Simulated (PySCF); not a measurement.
# F5HMoS (Mo(SH)F5): the cost of one run

Programs: PySCF 2.14.0, with routines of our own; each step states its level. All values are computed. Atoms count from 0.

## 1. The starting structure

8 atoms, charge 0, multiplicity 1; geometry from: GFN2-xTB.

## 2. Relaxing the molecule at PBE0-D3(BJ)/def2-SVP

What the job is given:

```
{"job": {"xc": "PBE0", "basis": "def2-SVP", "d3": "d3bj", "grid": 1, "maxiter": 30, "shake": 0.03, "kind": "geom"}, "charge": 0, "multiplicity": 1}
Mo     0.204110     0.051230    -0.367690
S      0.091450     0.068310     1.968170
H     -0.930880    -0.782090     2.229510
F      0.139410     0.052350    -2.215720
F      1.868180     0.134310    -0.412640
F     -1.617980     0.136720    -0.420320
F      0.216530     1.859320    -0.411210
F      0.167400    -1.605820    -0.453800
```

Launch:

```sh
$ OMP_NUM_THREADS=1 python heavy_run.py task.json out
```

One launch serves the whole session: the jobs run in the order shown.

**Question.** How long does this first job take on 1 thread of Intel Xeon 6975P-C, shared host, and how much memory does it need?

About 3 min, with a peak of 0.52 GiB.
